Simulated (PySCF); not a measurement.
**The bond of GeS, level by level**

The task here is to estimate one member of a computed series from the others.

Computed with PySCF 2.14.0. Level: Ge pcseg-1, S pcseg-1, no relativity.

Set-up of the first run:

A driver script around PySCF takes these settings:

```json
{
  "atoms": "Ge, S",
  "charge": "0",
  "basis": "Ge pcseg-1, S pcseg-1",
  "Hamiltonian": "no relativity",
  "basis functions": "45",
  "electrons treated": "48",
  "masses in u": "73.9212, 31.9721",
  "levels": "PBE0, PBE, r²SCAN, B3LYP, MN15, r²SCAN0, HF, MP2, SCS-MP2, CCSD, CCSD(T)",
  "grid": "80 radial by 434 angular points",
  "occupations": "held fixed by the projection of orbital angular momentum",
  "dissociation limit": "Ge + S, each in its ground configuration",
  "starting distance in angstrom": "2.145",
  "values of 2S to try": "0, 2, 4"
}
```

Among the steps run: Set-up; PBE0 along the bond; Other states along the same grid; PBE; r²SCAN (meta-GGA); B3LYP; MN15 (hybrid meta-GGA); r²SCAN0; RHF; Correlated methods on the Hartree–Fock reference.

One table of the session follows, with a row left open; its other results are not shown here.

Energy (eV) from each level's lowest point:

| R (Å) | RHF | RHF-MP2 | RHF-SCS-MP2 | RHF-CCSD | RHF-CCSD(T) |
| --- | --- | --- | --- | --- | --- |
| 1.746 | 1.598 | 1.864 | 1.865 | n/a | n/a |
| 1.827 | 0.658 | 0.857 | 0.857 | 0.838 | 0.900 |
| 1.908 | 0.165 | 0.290 | 0.289 | 0.276 | 0.316 |
| 1.969 | 0.012 | 0.076 | 0.076 | 0.069 | 0.090 |
| 2.030 | 0.000 | 0.000 | 0.000 | 0.000 | 0.000 |
| 2.091 | 0.096 | 0.029 | 0.030 | 0.038 | 0.014 |
| 2.172 | ? | ? | ? | ? | ? |
| 2.274 | 0.799 | 0.525 | 0.531 | 0.565 | 0.453 |
| 2.395 | 1.456 | 1.051 | 1.060 | 1.105 | 0.919 |
| 2.558 | 2.406 | 1.881 | 1.887 | n/a | n/a |

Estimate the missing values for R (Å) = 2.172.

Worked estimate for «RHF». A straight line through the neighbours (2.091, 0.096) and (2.274, 0.799) gives 0.096 + (0.799 − 0.096) × (2.172 − 2.091) / (2.274 − 2.091) = 0.407; a parabola fitted to 4 rows on both sides gives 0.361.

The run gave: RHF: 0.348; RHF-MP2: 0.190; RHF-SCS-MP2: 0.193; RHF-CCSD: 0.212; RHF-CCSD(T): 0.153. In «RHF» the line misses by +0.059 and the parabola by +0.013.

State 2 has its PBE0 minimum 2.61 eV higher. The other levels ran on the lowest alone.
